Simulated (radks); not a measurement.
# Fractional charge and spin in the 5p shell of tungsten

Aim: the energy as the spin-up occupation of 5p runs from 2 to 3 and the spin-down one from 2 to 3, against the two flat planes that join the four corners. Added charge counts from the emptiest corner (up 2, down 2).

Program: radks (a radial shooting solver on a logarithmic mesh, Libxc functionals) version 1. Level of theory: scalar-relativistic Kohn-Sham, r2SCAN, spin-polarised, spherical densities, finite nucleus. These are calculated values, not measurements, unless marked.

## 1. The system

| Item | Value |
| --- | --- |
| element | tungsten (Z = 74) |
| configuration | [Kr] 4d10 4f14 5s2 5d(up 1.5, down 1.5) 5p(up 3, down 3) |
| nuclear rms radius | 5.3658 fm |

In the logs a row gives level, spin channel, occupation and eigenvalue; Etot, Ekin, Encl (electron-nucleus), Eh (Hartree) and Exc are energies, all in hartree; err is the last residual, it the number of iterations.

A shell typed twice in an input gives spin up, then spin down.

## 2. 5p: up 3, down 3

Input:

```text
Z 74
configuration [Kr] 4d10 4f14 5s2 5d1.5 5d1.5 5p3 5p3
relativity scalar-relativistic
functional r2scan,r2scan
spin polarised
nucleus finite rms 5.3658 fm
c 137.035999084
```

Standard output:

```text
1s      1   1.0000       -2557.45888849
2s      1   1.0000        -443.25808476
2p      1   3.0000        -387.71578719
3s      1   1.0000        -103.27350028
3p      1   3.0000         -86.74659921
3d      1   5.0000         -67.69782091
4s      1   1.0000         -22.36288618
4p      1   3.0000         -16.91804072
4d      1   5.0000          -9.97896166
4f      1   7.0000          -2.30325052
5s      1   1.0000          -4.03512273
5d      1   1.5000          -1.13635778
5p      1   3.0000          -2.68521139
1s      2   1.0000       -2557.45888849
2s      2   1.0000        -443.25808476
2p      2   3.0000        -387.71578719
3s      2   1.0000        -103.27350028
3p      2   3.0000         -86.74659921
3d      2   5.0000         -67.69782091
4s      2   1.0000         -22.36288618
4p      2   3.0000         -16.91804072
4d      2   5.0000          -9.97896166
4f      2   7.0000          -2.30325052
5s      2   1.0000          -4.03512273
5d      2   1.5000          -1.13635778
5p      2   3.0000          -2.68521139
Etot -16139.897636901047
Ekin 17778.85502417346
Encl -39826.879817212306
Eh 6230.54722521438
Exc -322.42006907658026
err 7.773487385472811e-08
it 13
```

5d is the highest filled level (-30.922 eV).

Radial moments (bohr):

| level | occupation | energy (eV) | <r> | outermost maximum (interpolated) | 90 % within | nodes |
| --- | --- | --- | --- | --- | --- | --- |
| 3d | 10 | -1842.2 | 0.1824 | 0.150 | 0.283 | 0 |
| 4s | 2 | -608.53 | 0.4496 | 0.421 | 0.645 | 3 |
| 4p | 6 | -460.36 | 0.4778 | 0.441 | 0.694 | 2 |
| 4d | 10 | -271.54 | 0.5113 | 0.452 | 0.766 | 1 |
| 5s | 2 | -109.80 | 1.067 | 0.963 | 1.53 | 4 |
| 5p | 6 | -73.068 | 1.235 | 1.09 | 1.80 | 3 |
| 4f | 14 | -62.675 | 0.6059 | 0.430 | 1.00 | 0 |
| 5d | 3 | -30.922 | 1.741 | 1.42 | 2.65 | 2 |

The radial density on a logarithmic grid:

| r (bohr) | 4πr²ρ (e/bohr) |
| --- | --- |
| 0.000908 | 6.631 |
| 0.00140 | 12.77 |
| 0.00215 | 23.60 |
| 0.00332 | 41.05 |
| 0.00511 | 65.02 |
| 0.00781 | 89.15 |
| 0.0120 | 101.3 |
| 0.0185 | 93.96 |
| 0.0285 | 93.05 |
| 0.0440 | 125.0 |
| 0.0677 | 129.9 |
| 0.104 | 104.6 |
| 0.161 | 124.6 |
| 0.248 | 73.81 |
| 0.381 | 74.25 |
| 0.587 | 50.86 |
| 0.897 | 20.04 |
| 1.38 | 9.587 |
| 2.13 | 2.031 |
| 3.28 | 0.1909 |

## 3. 5p: up 3, down 2.5

Input:

```text
Z 74
configuration [Kr] 4d10 4f14 5s2 5d1.5 5d1.5 5p3 5p2.5
relativity scalar-relativistic
functional r2scan,r2scan
spin polarised
nucleus finite rms 5.3658 fm
c 137.035999084
```

Standard output:

```text
1s      1   1.0000       -2557.79531889
2s      1   1.0000        -443.58486877
2p      1   3.0000        -388.04382827
3s      1   1.0000        -103.59426422
3p      1   3.0000         -87.06764941
3d      1   5.0000         -68.01919764
4s      1   1.0000         -22.68455122
4p      1   3.0000         -17.23992362
4d      1   5.0000         -10.30104080
4f      1   7.0000          -2.62347559
5s      1   1.0000          -4.34716093
5d      1   1.5000          -1.39244941
5p      1   3.0000          -2.98394621
1s      2   1.0000       -2557.79234112
2s      2   1.0000        -443.58417999
2p      2   3.0000        -388.04189602
3s      2   1.0000        -103.59355048
3p      2   3.0000         -87.06646186
3d      2   5.0000         -68.01772167
4s      2   1.0000         -22.68154513
4p      2   3.0000         -17.23701390
4d      2   5.0000         -10.29741887
4f      2   7.0000          -2.61709669
5s      2   1.0000          -4.31945069
5d      2   1.5000          -1.37693358
5p      2   2.5000          -2.95796321
Etot -16138.488143106897
Ekin 17777.391412902714
Encl -39801.97773750405
Eh 6208.174969872204
Exc -322.076788377766
err 3.319619770949181e-07
it 13
```

Energy against step 2 (5p: up 3, down 3): +38.354 eV. 5d down is the highest filled level (-37.468 eV).

## 4. 5p: up 3, down 2

Input:

```text
Z 74
configuration [Kr] 4d10 4f14 5s2 5d1.5 5d1.5 5p3 5p2
relativity scalar-relativistic
functional r2scan,r2scan
spin polarised
nucleus finite rms 5.3658 fm
c 137.035999084
```

Standard output:

```text
1s      1   1.0000       -2558.14368391
2s      1   1.0000        -443.92314997
2p      1   3.0000        -388.38343264
3s      1   1.0000        -103.92605914
3p      1   3.0000         -87.39974137
3d      1   5.0000         -68.35165602
4s      1   1.0000         -23.01703283
4p      1   3.0000         -17.57260636
4d      1   5.0000         -10.63388564
4f      1   7.0000          -2.95426421
5s      1   1.0000          -4.66865121
5d      1   1.5000          -1.65924550
5p      1   3.0000          -3.29173536
1s      2   1.0000       -2558.13761518
2s      2   1.0000        -443.92174626
2p      2   3.0000        -388.37949366
3s      2   1.0000        -103.92460190
3p      2   3.0000         -87.39731802
3d      2   5.0000         -68.34864559
4s      2   1.0000         -23.01091621
4p      2   3.0000         -17.56669368
4d      2   5.0000         -10.62651739
4f      2   7.0000          -2.94128389
5s      2   1.0000          -4.60979190
5d      2   1.5000          -1.62568028
5p      2   2.0000          -3.23641371
Etot -16136.940835101019
Ekin 17775.78918823308
Encl -39776.19579652508
Eh 6185.195015320784
Exc -321.72924212980547
err 5.263532825628237e-06
it 12
```

Energy against step 2 (5p: up 3, down 3): +80.459 eV. The top filled level is 5d down, -44.237 eV.

## 5. 5p: up 2.5, down 2.5

Input:

```text
Z 74
configuration [Kr] 4d10 4f14 5s2 5d1.5 5d1.5 5p2.5 5p2.5
relativity scalar-relativistic
functional r2scan,r2scan
spin polarised
nucleus finite rms 5.3658 fm
c 137.035999084
```

Standard output:

```text
1s      1   1.0000       -2558.14097855
2s      1   1.0000        -443.92272912
2p      1   3.0000        -388.38174492
3s      1   1.0000        -103.92560709
3p      1   3.0000         -87.39880610
3d      1   5.0000         -68.35042605
4s      1   1.0000         -23.01417162
4p      1   3.0000         -17.56982261
4d      1   5.0000         -10.63035655
4f      1   7.0000          -2.94794818
5s      1   1.0000          -4.64099033
5d      1   1.5000          -1.64302254
5p      1   2.5000          -3.26575520
1s      2   1.0000       -2558.14097855
2s      2   1.0000        -443.92272912
2p      2   3.0000        -388.38174492
3s      2   1.0000        -103.92560709
3p      2   3.0000         -87.39880610
3d      2   5.0000         -68.35042605
4s      2   1.0000         -23.01417162
4p      2   3.0000         -17.56982261
4d      2   5.0000         -10.63035655
4f      2   7.0000          -2.94794818
5s      2   1.0000          -4.64099033
5d      2   1.5000          -1.64302254
5p      2   2.5000          -3.26575520
Etot -16136.927044661625
Ekin 17775.77287161239
Encl -39776.167792014116
Eh 6185.182338109225
Exc -321.7144623691245
err 1.1176268540864579e-07
it 13
```

Energy against step 2 (5p: up 3, down 3): +80.834 eV. 5d is the highest filled level (-44.709 eV).

## 6. 5p: up 2.5, down 2

Input:

```text
Z 74
configuration [Kr] 4d10 4f14 5s2 5d1.5 5d1.5 5p2.5 5p2
relativity scalar-relativistic
functional r2scan,r2scan
spin polarised
nucleus finite rms 5.3658 fm
c 137.035999084
```

Standard output:

```text
1s      1   1.0000       -2558.50058598
2s      1   1.0000        -444.27178199
2p      1   3.0000        -388.73216520
3s      1   1.0000        -104.26768921
3p      1   3.0000         -87.74118671
3d      1   5.0000         -68.69320697
4s      1   1.0000         -23.35658282
4p      1   3.0000         -17.91239526
4d      1   5.0000         -10.97301882
4f      1   7.0000          -3.28832428
5s      1   1.0000          -4.97092699
5d      1   1.5000          -1.91869695
5p      1   2.5000          -3.58161609
1s      2   1.0000       -2558.49749313
2s      2   1.0000        -444.27106637
2p      2   3.0000        -388.73015707
3s      2   1.0000        -104.26694528
3p      2   3.0000         -87.73995018
3d      2   5.0000         -68.69167148
4s      2   1.0000         -23.35347214
4p      2   3.0000         -17.90939182
4d      2   5.0000         -10.96926939
4f      2   7.0000          -3.28171703
5s      2   1.0000          -4.93975976
5d      2   1.5000          -1.90064286
5p      2   2.0000          -3.55226262
Etot -16135.223868764078
Ekin 17774.011052767448
Encl -39749.548540983254
Eh 6161.662966076481
Exc -321.3493466247521
err 5.616925043498265e-06
it 12
```

E − E(step 2, 5p: up 3, down 3) = +127.180 eV. 5d down is the highest filled level (-51.719 eV).

## 7. 5p: up 2, down 2

Input:

```text
Z 74
configuration [Kr] 4d10 4f14 5s2 5d1.5 5d1.5 5p2 5p2
relativity scalar-relativistic
functional r2scan,r2scan
spin polarised
nucleus finite rms 5.3658 fm
c 137.035999084
```

Standard output:

```text
1s      1   1.0000       -2558.86763522
2s      1   1.0000        -444.63016297
2p      1   3.0000        -389.09066583
3s      1   1.0000        -104.61857679
3p      1   3.0000         -88.09188136
3d      1   5.0000         -69.04403706
4s      1   1.0000         -23.70505139
4p      1   3.0000         -18.26108873
4d      1   5.0000         -11.32097628
4f      1   7.0000          -3.63090989
5s      1   1.0000          -5.27735497
5d      1   1.5000          -2.18435364
5p      1   2.0000          -3.87546651
1s      2   1.0000       -2558.86763522
2s      2   1.0000        -444.63016297
2p      2   3.0000        -389.09066583
3s      2   1.0000        -104.61857679
3p      2   3.0000         -88.09188136
3d      2   5.0000         -69.04403706
4s      2   1.0000         -23.70505139
4p      2   3.0000         -18.26108873
4d      2   5.0000         -11.32097628
4f      2   7.0000          -3.63090989
5s      2   1.0000          -5.27735497
5d      2   1.5000          -2.18435364
5p      2   2.0000          -3.87546651
Etot -16133.360980139914
Ekin 17772.085321413037
Encl -39722.142870390504
Eh 6137.664351057886
Exc -320.9677822203346
err 4.68333265223585e-06
it 12
```

E − E(step 2, 5p: up 3, down 3) = +177.871 eV. Highest occupied level: 5d at -59.439 eV.

## 8. All runs together

| down \ up | 2 | 2.5 | 3 |
| --- | --- | --- | --- |
| 2 | 0.000 | -1.985 | 0.000 |
| 2.5 | -1.985 | 0.375 | -1.875 |
| 3 | 0.000 | -1.875 | 0.000 |

What this shows: The table gives the energy in eV minus the planes, whose edge runs along up + down = one added electron; mirror points follow by spin symmetry. With half an added electron in each spin it lies 0.38 eV above the planes. With half an electron added in spin up alone it lies 1.99 eV below them. The planes are only a guide here: the condition holds for ground states with one frontier orbital, and this shell is degenerate.
